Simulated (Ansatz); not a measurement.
# SrCaTe2: the band gap up the ladder of functionals

The task here is to estimate one member of a computed series from the others.

Code: Ansatz 0.2.0. PAW datasets, plane waves. Values at 0 K without nuclear motion; spin polarisation is off, and the phase may be a hypothetical one.

**Starting point**

The cell was relaxed beforehand with r2SCAN.

It is trigonal, R-3m (No. 166); a = 4.626 Å, c = 22.677 Å in the conventional setting, 35.02 Å³ an atom. Around Sr lie 6 Te at 3.33 Å; around Ca lie 6 Te at 3.22 Å; around Te lie 3 Ca at 3.22 Å and 3 Sr at 3.33 Å.

Structure file:

```
CELL_PARAMETERS angstrom
2.31296 1.33539 7.55898
-2.31296 1.33539 7.55898
0.00000 -2.67078 7.55898
ATOMIC_POSITIONS crystal
Sr 0.00000 0.00000 0.00000
Ca 0.50000 0.50000 0.50000
Te 0.24575 0.24575 0.24575
Te 0.75425 0.75425 0.75425
```

The first run:

Input file input.yaml:

```yaml
crystal:
  lattice:
    - [2.3129611115, 1.3353887203, 7.5589772745]
    - [-2.3129611115, 1.3353887203, 7.5589772745]
    - [0.0, -2.6707774406, 7.5589772745]
  atoms:
    - { symbol: Sr, position: [1.0, 0.0, 0.0] }
    - { symbol: Ca, position: [0.5, 0.5, 0.5] }
    - { symbol: Te, position: [0.2457458601, 0.2457458601, 0.2457458601] }
    - { symbol: Te, position: [0.7542541399, 0.7542541399, 0.7542541399] }
kpoints:
  mp_grid: { grid: [6, 6, 6] }
  band_path:
    path:
      - [[0.0, 0.0, 0.0], [0.5, 0.5, 0.5], [0.812526879426, 0.187473120574, 0.5]]
      - [[0.5, -0.187473120574, 0.187473120574], [0.5, 1.470205236162e-16, 8.103997717724e-17], [0.0, 0.0, 0.0], [0.343736560287, -0.343736560287, -2.103100149962e-35]]
      - [[0.656263439713, -3.243115476437e-17, 0.343736560287], [0.5, -1.454139117289e-16, 0.5], [0.0, 0.0, 0.0]]
    npoints: 10
hamiltonian:
  xc: pbe
scf:
  occupations: { method: fermi_dirac, width: 0.02 }
  n_extra_bands: 5
output:
  forces: true
  stress: true
  eigenvalues: true
```

The run is started by

```
$ ansatz run input.yaml --threads 2 --pin off --max-ram 2211MiB --backend cpu --events-out ev --progress --plain --runs-dir out
```

Steps of the session up to this table: PBE bands along the symmetry lines; Single point with r2SCAN; HSE06; Single point with PBE+SOC; One-shot GW from PBE; PBE0 at the same geometry.

One table of the session follows, with a row left open; its other results are not shown here.

```
                     level  gap (eV)
                       PBE         ?
                    r2SCAN      2.05
                     HSE06      2.39
                   PBE+SOC      1.37
G0W0@PBE (418 empty bands)      2.86
                      PBE0      3.04
```

Estimate the missing values for PBE.

As computed: gap (eV): 1.64. In the column «gap (eV)» it lies between PBE+SOC (1.37) and r2SCAN (2.05).

Meshes: PBE 6×6×6, r2SCAN 6×6×6, HSE06 4×4×4, PBE+SOC 6×6×6, PBE0 4×4×4

Against G0W0@PBE, PBE is short by 1.22 eV, at 57 % of it, and r2SCAN 72 %. PBE0 lies 0.65 eV above HSE06, which differs from it by screening the long-range exchange. No extrapolation in bands, cutoff or mesh was made for G0W0.

Caveats from the session: Warnings in the runs' records: stress scf threshold loose, stress exchange threshold loose.
